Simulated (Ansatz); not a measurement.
# C2H4Si2: the cost of one run

Method: UKS BLYP-D4/6-31G*, in Ansatz 0.2.0.

### Step 1. The starting structure

Bond lengths: C1–Si2 1.771 Å, Si2–C3 1.855 Å, C1–Si4 1.920 Å, C3–Si4 2.043 Å, C3–H5 1.086 Å, C3–H6 1.087 Å, Si4–H7 1.466 Å, Si4–H8 1.467 Å. Angles: C1–Si2–C3 107.7°, Si2–C1–Si4 81.1°, Si2–C3–Si4 76.0°, Si2–C3–H5 118.9°, Si2–C3–H6 118.9°, Si4–C3–H5 115.2°, Si4–C3–H6 115.2°, H5–C3–H6 109.3°, C1–Si4–C3 95.2°, C1–Si4–H7 122.0°, C1–Si4–H8 122.1°, C3–Si4–H7 104.5°, C3–Si4–H8 104.3°, H7–Si4–H8 105.0°.

Coordinates:

```xyz
8

C     0.0865   -1.6548    1.2851
Si    1.1510   -0.2396    1.3099
C     0.6088    0.8981   -0.0507
Si   -0.6825   -0.6800   -0.1800
H     1.2590    1.0361   -0.9100
H     0.1518    1.8488    0.2106
H    -2.0138   -0.0721   -0.0961
H    -0.5607   -1.1366   -1.5689
```

### Step 2. Preparing the start

input.yaml

```yaml
crystal:
  periodic: [false, false, false]
  atoms:
    - { symbol: C, position_ang: [0.08648, -1.65479, 1.28512] }
    - { symbol: Si, position_ang: [1.15098, -0.23957, 1.30991] }
    - { symbol: C, position_ang: [0.60879, 0.8981, -0.05065] }
    - { symbol: Si, position_ang: [-0.68255, -0.68001, -0.18002] }
    - { symbol: H, position_ang: [1.25904, 1.03611, -0.90998] }
    - { symbol: H, position_ang: [0.15176, 1.84884, 0.21058] }
    - { symbol: H, position_ang: [-2.01379, -0.0721, -0.09607] }
    - { symbol: H, position_ang: [-0.56071, -1.13658, -1.56889] }
magnetization:
  spin_polarized: true
basis:
  gaussian: { orbitals: "6-31G*" }
hamiltonian:
  xc: blyp
  dispersion: d4
relax:
  f_tol: 0.02
  max_steps: 40
```

Launch:

```
> ansatz run input.yaml --threads 2 --pin off --max-ram 3072MiB --backend cpu --events-out ev --progress --plain --runs-dir out
```

Q: Estimate wall time and peak memory on 2 threads of Arm Neoverse N1, shared host.

About 55 s, with a peak of 0.18 GiB.
